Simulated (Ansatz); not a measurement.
# BiW (zincblende): a single-point run

Aim: a sound single-point run of BiW (zincblende). The structure is shown as the input types it.

Computed with Ansatz 0.2.0 (DFT PBE, scalar-relativistic, plane waves, PAW, unless a step's input says otherwise).

1 further run of the same task is left out (it didn't finish). Runs told in other sessions of the task aren't counted.

### Step 1. Starting point

Symmetry: F-43m, No. 216, cubic system. Conventional cell: a = 6.337 Å, b = 6.337 Å, c = 6.337 Å, α = 90.00°, β = 90.00°, γ = 90.00°. W (site symmetry -43m) is surrounded by 4 Bi at 2.74 Å. Bi (site symmetry -43m) has 4 W at 2.74 Å in its first shell of neighbours.

As a file:

```cif
data_structure
_symmetry_space_group_name_H-M 'P 1'
_symmetry_Int_Tables_number 1
_cell_length_a 4.4811
_cell_length_b 4.4811
_cell_length_c 4.4811
_cell_angle_alpha 60.000
_cell_angle_beta 60.000
_cell_angle_gamma 60.000
_cell_volume 63.63
loop_
_atom_site_label
_atom_site_type_symbol
_atom_site_fract_x
_atom_site_fract_y
_atom_site_fract_z
_atom_site_occupancy
W1 W 0.00000 0.00000 0.00000 1
Bi1 Bi 0.25000 0.25000 0.25000 1
```

### Step 2. Input and run

The input, input.yaml:

```yaml
crystal:
  lattice:
    - [0.0, 3.1686222189, 3.1686222189]
    - [3.1686222189, 0.0, 3.1686222189]
    - [3.1686222189, 3.1686222189, 0.0]
  atoms:
    - { symbol: W, position: [0.0, 0.0, 0.0] }
    - { symbol: Bi, position: [0.25, 0.25, 0.25] }
basis:
  ecutwfc: 420
  ecutrho_ratio: 4
kpoints:
  mp_grid: { grid: [10, 10, 10] }
hamiltonian:
  xc: pbe
scf:
  occupations: { method: fermi_dirac, width: 0.3 }
  n_extra_bands: 0
  max_iter: 60
output:
  forces: true
  stress: true
```

Run with:

```
$ ansatz run input.yaml --threads 2 --pin off --max-ram 2662MiB --backend cpu --events-out ev --progress --plain --runs-dir out
```

Q: Will this input give a usable result? If not, why, and what should change?

Nothing was computed: the input was turned down at the start. It says: «inconsistent input (scf.n_extra_bands, scf.occupations.method): n_bands = 15 leaves no empty band above the 15 bands per channel that the deck's 29 electrons occupy ...»

The suspect setting: scf.occupations.method is fermi_dirac; scf.occupations.width is 0.3; scf.n_extra_bands is 0. The band count leaves no room above the highest filled state.

The cure: delete scf.n_extra_bands (the default then holds) and set scf.occupations.method to gaussian and scf.occupations.width to 0.05.
